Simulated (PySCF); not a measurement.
# Cl2H4N2Zn2 ((ClZn-mu-NH2)2): the cost of one run

Programs: PySCF 2.14.0, with density-fitted response routines of our own. Each step states its level of theory. These are calculated values for one molecule in the gas phase, unless marked as measured. Atoms are numbered from 0 throughout.

## Step 1: The molecule as given

10 atoms, charge 0, multiplicity 1; geometry from: GFN2-xTB. The atoms were then displaced at random by about 0.03 Å, so the start is not that level's minimum.

Bonds of the start (Å): Zn0–Cl1 2.03, Zn0–N2 2.10, Zn0–N5 2.02, N2–Zn3 1.93, N2–H6 0.99, N2–H7 1.03, Zn3–Cl4 2.19, Zn3–N5 1.92, N5–H8 0.96, N5–H9 1.03.

## Step 2: Relaxing the molecule at PBE0-D3(BJ)/def2-SVP

Job settings and geometry (Å):

```
{"job": {"xc": "PBE0", "basis": "def2-SVP", "d3": "d3bj", "grid": 1, "maxiter": 40, "shake": 0.03, "kind": "geom"}, "charge": 0, "multiplicity": 1}
Zn     1.353720     0.465310     0.153830
Cl     3.183220     1.333820     0.342460
N     -0.418620     0.510940     1.270200
Zn    -1.195170    -0.528430    -0.155550
Cl    -3.220030    -1.338070    -0.392620
N      0.349070    -0.508620    -1.301380
H     -0.732450     1.416850     1.516880
H     -0.214110     0.064180     2.175140
H      0.264610    -0.052450    -2.138970
H      0.754390    -1.440260    -1.465560
```

Started as:

```console
$ OMP_NUM_THREADS=1 python probes_run.py task.json out
```

The driver reads the jobs from task.json and runs them one after another.

**Question.** How long does this first job take on 1 thread of Intel Xeon Platinum 8259CL at 2.50GHz, shared host, and how much memory does it need?

About 6 min, with a peak of 0.65 GiB.
